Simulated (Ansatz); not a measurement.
# SiCN: the cost of one run

Program: Ansatz 0.2.0. Level of theory: DFT PBE, scalar-relativistic, plane waves, PAW. These are calculated values, not measurements.

2 further runs of the same task are left out: 2 set aside as unsound or not needed.

### 1 The system as given

The structure is orthorhombic, space group Pnma (No. 62). The conventional cell has a = 5.199 Å, b = 2.547 Å, c = 6.184 Å, α = 90.00°, β = 90.00°, γ = 90.00°. Si (site symmetry m) is surrounded by 3 C at 1.53 to 1.75 Å. C (site symmetry m) is surrounded by 3 Si at 1.53 to 1.75 Å. N (site symmetry m) has 2 Si at 1.89 Å as nearest neighbours.

As a file:

```
CELL_PARAMETERS angstrom
5.19862 0.00000 0.00000
0.00000 2.54726 0.00000
0.00000 0.00000 6.18446
ATOMIC_POSITIONS crystal
Si 0.11800 0.25000 0.87000
Si 0.88200 0.75000 0.13000
Si 0.61800 0.25000 0.63000
Si 0.38200 0.75000 0.37000
C 0.83500 0.25000 0.94000
C 0.16500 0.75000 0.06000
C 0.33500 0.25000 0.56000
C 0.66500 0.75000 0.44000
N 0.51500 0.25000 0.17500
N 0.48500 0.75000 0.82500
N 0.01500 0.25000 0.32500
N 0.98500 0.75000 0.67500
```

This is candidate A: SbSI type (Pnma, No. 62).

(A quick probe on a coarse mesh, which set the mesh and smearing, is not shown.)

### 3 Coarse relaxation (candidate A)

input.yaml reads:

```yaml
crystal:
  lattice:
    - [5.1986177381, 0.0, 0.0]
    - [0.0, 2.5472614594, 0.0]
    - [0.0, 0.0, 6.1844569086]
  atoms:
    - { symbol: Si, position: [0.118, 0.25, 0.87] }
    - { symbol: Si, position: [0.882, 0.75, 0.13] }
    - { symbol: Si, position: [0.618, 0.25, 0.63] }
    - { symbol: Si, position: [0.382, 0.75, 0.37] }
    - { symbol: C, position: [0.835, 0.25, 0.94] }
    - { symbol: C, position: [0.165, 0.75, 0.06] }
    - { symbol: C, position: [0.335, 0.25, 0.56] }
    - { symbol: C, position: [0.665, 0.75, 0.44] }
    - { symbol: "N", position: [0.515, 0.25, 0.175] }
    - { symbol: "N", position: [0.485, 0.75, 0.825] }
    - { symbol: "N", position: [0.015, 0.25, 0.325] }
    - { symbol: "N", position: [0.985, 0.75, 0.675] }
basis:
  ecutwfc: 420
kpoints:
  mp_grid: { grid: [4, 6, 4] }
hamiltonian:
  xc: pbe
scf:
  occupations: { method: gaussian, width: 0.1 }
  lower_state_search: "off"
output:
  forces: true
  stress: true
  eigenvalues: true
relax:
  adjacent_minimum: "off"
  f_tol: 0.04
  max_steps: 70
  cell: { stress_tol: 0.4 }
```

Run with:

```bash
> ansatz run input.yaml --threads 1 --pin off --max-ram 2560MiB --backend cpu --events-out ev --progress --plain --runs-dir out
```

**Question.** How long does this run take on 1 thread of Arm Neoverse V2, shared host, and how much memory does it need?

About 8 min, with a peak of 0.45 GiB.
